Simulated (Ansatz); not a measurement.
# CH6BClSi2: one species, many methods

How much do the methods differ for CH6BClSi2? The plan is to run it at one geometry with functionals of several rungs and with coupled cluster. The yardstick is the atomisation energy at the CCSD(T) limit.

The runs use Ansatz 0.2.0, Gaussian basis; functionals in def2-TZVPP, the program's frozen cores in correlated methods.

Plan: PBE-D4, r2SCAN-D4, PBE0-D4, B3LYP-D4, ωB97X-V, ωB97M-V, B2PLYP; CCSD(T)/def2-TZVPP; MP2/def2-QZVPP; extrapolation to the limit.

### 1 The relaxed structure

An earlier PBE0-D4 in a triple-zeta def2 set relaxation fixed the geometry.

11 atoms, charge 0, spin multiplicity 1.

Atoms are counted from 1 here; the program's logs count them from 0.

Bond lengths: Cl1–B2 1.751 Å, B2–Si3 1.961 Å, B2–H6 1.193 Å, Si3–C4 1.906 Å, Si3–Si5 2.284 Å, Si3–H7 1.482 Å, C4–Si5 1.875 Å, C4–H8 1.088 Å, C4–H9 1.087 Å, Si5–H10 1.481 Å, Si5–H11 1.479 Å. Angles: Cl1–B2–Si3 118.7°, Cl1–B2–H6 116.7°, Si3–B2–H6 124.4°, B2–Si3–C4 116.9°, B2–Si3–Si5 108.2°, B2–Si3–H7 122.8°, C4–Si3–Si5 52.2°, C4–Si3–H7 117.2°, Si5–Si3–H7 118.5°, Si3–C4–Si5 74.3°, Si3–C4–H8 115.7°, Si3–C4–H9 115.2°, Si5–C4–H8 116.1°, Si5–C4–H9 118.3°, H8–C4–H9 112.3°, Si3–Si5–C4 53.5°, Si3–Si5–H10 121.0°, Si3–Si5–H11 120.4° and more.

As a file:

```xyz
11
charge 0, multiplicity 1
Cl   -2.7468   -0.4510   -0.3348
B    -1.8381    1.0162   -0.0416
Si    0.1135    0.9704   -0.2316
C     0.8806   -0.6524   -0.8715
Si    0.9071   -0.7824    0.9985
H    -2.4551    1.9609    0.3454
H     0.9397    2.1963   -0.3318
H     1.8481   -0.5561   -1.3589
H     0.2034   -1.2990   -1.4244
H     2.2410   -0.7231    1.6384
H    -0.0281   -1.7368    1.6330
```

### 2 PBE-D4 (GGA)

in.yaml reads:

```yaml
crystal:
  periodic: [false, false, false]
  atoms:
    - {symbol: Cl, position_ang: [-2.746806, -0.451035, -0.334752]}
    - {symbol: B, position_ang: [-1.838091, 1.016232, -0.041623]}
    - {symbol: Si, position_ang: [0.113505, 0.970390, -0.231646]}
    - {symbol: C, position_ang: [0.880607, -0.652423, -0.871479]}
    - {symbol: Si, position_ang: [0.907101, -0.782381, 0.998506]}
    - {symbol: H, position_ang: [-2.455107, 1.960918, 0.345409]}
    - {symbol: H, position_ang: [0.939747, 2.196277, -0.331769]}
    - {symbol: H, position_ang: [1.848088, -0.556065, -1.358905]}
    - {symbol: H, position_ang: [0.203382, -1.298981, -1.424444]}
    - {symbol: H, position_ang: [2.240962, -0.723054, 1.638366]}
    - {symbol: H, position_ang: [-0.028088, -1.736778, 1.633036]}
basis:
  gaussian: {orbitals: def2-TZVPP}
hamiltonian: {xc: pbe, dispersion: d4}
output: {forces: true, orbitals: {seedname: orbitals}}
```

On the command line:

```console
> ansatz run in.yaml --threads 4 --pin off --events-out ev --progress --plain --max-ram 10444MiB
```

The runs that follow: r2SCAN-D4 (meta-GGA); PBE0-D4 (hybrid); B3LYP-D4 (hybrid); ωB97X-V (range-separated); ωB97M-V (range-separated); B2PLYP (double hybrid); CCSD(T) in def2-TZVPP; MP2 in def2-QZVPP.

**Question.** What will the summary of the whole plan be? Wanted: atomisation energy, CCSD(T)/CBS; farthest; mean size of error, hybrid; mean size of error, range-separated; gap, smallest and largest; T1 diagnostic; triples share of the correlation energy.

As calculated:

| quantity | value |
| --- | --- |
| atomisation energy, CCSD(T)/CBS | 3638.5 kJ/mol |
| functionals within 18.2 kJ/mol (0.5 %) | B3LYP-D4 |
| farthest | PBE-D4 (+63.2 kJ/mol) |
| mean size of error, hybrid | 16.1 kJ/mol |
| mean size of error, range-separated | 28.0 kJ/mol |
| gap, smallest and largest | 2.81 eV (PBE-D4), 8.62 eV (ωB97X-V) |
| T1 diagnostic | 0.0151 |
| triples share of the correlation energy | 4.4 % |

What this shows: PBE-D4 is off by +63.2 kJ/mol. Double hybrids carry the basis error of their MP2 part in triple zeta, and no dispersion term here, so their miss is partly the set-up's. Misses under about 18.2 kJ/mol are within the doubt on the reference itself, which lacks core-valence correlation, relativity and higher excitations. Hartree-Fock recovers 75 % of the binding; the rest is correlation. Orbital gaps span 2.8 to 8.6 eV; exact exchange widens them.
